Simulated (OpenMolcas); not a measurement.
**Re³⁺ among point charges: CASSCF and CASPT2 levels and susceptibility**

Aim: the splitting of the states of Re³⁺ in the field of 5 point charges, its lowest levels with spin-orbit coupling and its magnetic susceptibility.

Method: state-averaged CASSCF and CASPT2, spin-orbit coupling by RASSI with atomic mean-field integrals. Code: OpenMolcas 26.06.

### Step 1. The atom as given

```
Species                           : Re³⁺ (rhenium, Z = 75, 72 electrons)
Basis                             : ANO-RCC-VDZP [7s6p4d2f1g], 68 functions
Scalar Hamiltonian                : DKH2, point nucleus
Inactive shells                   : 1s 2s 2p 3s 3p 3d 4s 4p 4d 4f 5s 5p
Active space                      : 4 electrons in 5 orbitals (5d)
Some configurations of this space : 5d4
Orbitals                          : optimised for each spin and parity, averaged over all roots
```

Outer shells as boxes (Hund's rule):

5d4
```
5d [↑ ][↑ ][↑ ][↑ ][  ]
```

The ion sits among 5 point charges of -1 e arranged as a square pyramid (C4v), 1.99 Å from the ion, with the axial distance 2.468 Å.

The work runs as a chain of OpenMolcas steps in one folder; each step below is one input file. Labels, J, g values, rates, χT and fits are worked out afterwards by a script from the matrices that RASSI stores.

### Step 2. Basis and integrals

The input, a.inp:

```
&GATEWAY
Coord
1

Re 0.0 0.0 0.0
Basis=ANO-RCC-VDZP
Group=NoSym
NoMove
AngMom=0.0 0.0 0.0
AMFI
XField
5 Angstrom 0
1.990000 0.000000 0.000000 -1.000000
0.000000 1.990000 0.000000 -1.000000
-1.990000 0.000000 0.000000 -1.000000
0.000000 -1.990000 0.000000 -1.000000
0.000000 0.000000 2.467600 -1.000000
&SEWARD
```

On the command line:

```console
OMP_NUM_THREADS=1 MOLCAS_MEM=1689 MOLCAS_PROJECT=a pymolcas a.inp > a.log
```

### Step 3. Reference wave functions, quintets, 5 roots

The input, a.inp:

```
&RASSCF
FileOrb=start.orb
Symmetry=1
Spin=5
nActEl=4 0 0
Inactive=34
Ras2=5
CIRoot=5 5 1
SDav=5
CIMx=300
Iter=120 100
PrWF=0.3
OrbListing=Nothing
MaxOrb=0
>>> COPY $Project.JobIph JOB001
```

start.orb holds the contracted functions of the basis, ordered by shell, or the orbitals of the step before.

### Step 4. CASSCF: triplets, 45 roots

The input, a.inp:

```
&RASSCF
FileOrb=start.orb
Symmetry=1
Spin=3
nActEl=4 0 0
Inactive=34
Ras2=5
CIRoot=45 45 1
SDav=45
CIMx=300
Iter=120 100
PrWF=0.3
OrbListing=Nothing
MaxOrb=0
>>> COPY $Project.JobIph JOB002
```

### Step 5. CASSCF: singlets, 50 roots

The input, a.inp:

```
&RASSCF
FileOrb=start.orb
Symmetry=1
Spin=1
nActEl=4 0 0
Inactive=34
Ras2=5
CIRoot=50 50 1
SDav=50
CIMx=300
Iter=120 100
PrWF=0.3
OrbListing=Nothing
MaxOrb=0
>>> COPY $Project.JobIph JOB003
```

### Step 6. RASSI: spin-orbit coupling between the states

The input, a.inp:

```
&RASSI
NrOfJobIphs=3 5 45 50
1 2 3 4 5
1 2 3 4 5 6 7 8 9 10 11 12 13 14 15 16 17 18 19 20 21 22 23 24 25 26 27
28 29 30 31 32 33 34 35 36 37 38 39 40 41 42 43 44 45
1 2 3 4 5 6 7 8 9 10 11 12 13 14 15 16 17 18 19 20 21 22 23 24 25 26 27
28 29 30 31 32 33 34 35 36 37 38 39 40 41 42 43 44 45 46 47 48 49 50
IphNames
JOB001
JOB002
JOB003
EJob
SpinOrbit
DIPRint=1.0
SOCoupling=1000.0
Subsets=2
Property=9
'ANGMOM' 1 'ANGMOM' 2 'ANGMOM' 3 'MLTPL  1' 1 'MLTPL  1' 2 'MLTPL  1' 3
'AMFI' 1 'AMFI' 2 'AMFI' 3
SOProperty=3
'ANGMOM' 1 'ANGMOM' 2 'ANGMOM' 3
```

### Step 7. CASPT2: IPEA 0.25, imaginary shift 0.1 (closed shells correlated: 4f 5s 5p)

The input, a.inp:

```
>>> COPY JOB001 $Project.JobIph
&CASPT2
Multistate=5 1 2 3 4 5
NoMult
Frozen=23
IPEA=0.25
Imaginary=0.1
MaxIter=60
WThr=0.0 0.3 0.05
PrWF=0.5
NoMix
>>> COPY JOB002 $Project.JobIph
&CASPT2
Multistate=45 1 2 3 4 5 6 7 8 9 10 11 12 13 14 15 16 17 18 19 20 21 22
23 24 25 26 27 28 29 30 31 32 33 34 35 36 37 38 39 40 41 42 43 44 45
NoMult
Frozen=23
IPEA=0.25
Imaginary=0.1
MaxIter=60
WThr=0.0 0.3 0.05
PrWF=0.5
NoMix
>>> COPY JOB003 $Project.JobIph
&CASPT2
Multistate=50 1 2 3 4 5 6 7 8 9 10 11 12 13 14 15 16 17 18 19 20 21 22
23 24 25 26 27 28 29 30 31 32 33 34 35 36 37 38 39 40 41 42 43 44 45 46
47 48 49 50
NoMult
Frozen=23
IPEA=0.25
Imaginary=0.1
MaxIter=60
WThr=0.0 0.3 0.05
PrWF=0.5
NoMix
```

(Steps that only read results are left out.)

What does the calculation give? Wanted: spin-free ground state; first state of the same spin within the active space; lowest level; next level.

As calculated:

| quantity | value |
| --- | --- |
| method | SS-CASPT2, IPEA 0.25, imaginary shift 0.1 (closed shells correlated: 4f 5s 5p) |
| spin-free ground state | quintet, 1-fold in its orbital part |
| first state of the same spin within the active space | quintet at 7900 cm⁻¹ |
| lowest level | 1-fold |
| next level | 829.5 cm⁻¹ |
| χT at 300 K | 0.46 cm³ K/mol |
| effective moment at 300 K | 1.92 μB |

Cost by method:

```
                                                 method  time of its own steps  time with the reference
                                              A. CASSCF                   33 s                     33 s
B. SS-CASPT2, IPEA 0.25, imaginary shift 0.1, +4f 5s 5p                   37 s                     70 s
```

Times are of one thread on a shared host.

What this shows: The spin-free ground state (quintet) comes to 100 % from free-ion D terms and keeps the highest spin of the shell. χT at 300 K is 0.46, against 3.01 cm³ K/mol for the spin alone, so spin-orbit coupling lowers it. An active space of the d shell alone favours high spin; real ions in strong fields can be low spin. The field of point charges can differ much from that of real complexes. With metal d orbitals alone active, the gaps between spin states are rough; where two lie within a few thousand cm-1, their order is open. This is an electrostatic model: the charges have no orbitals.
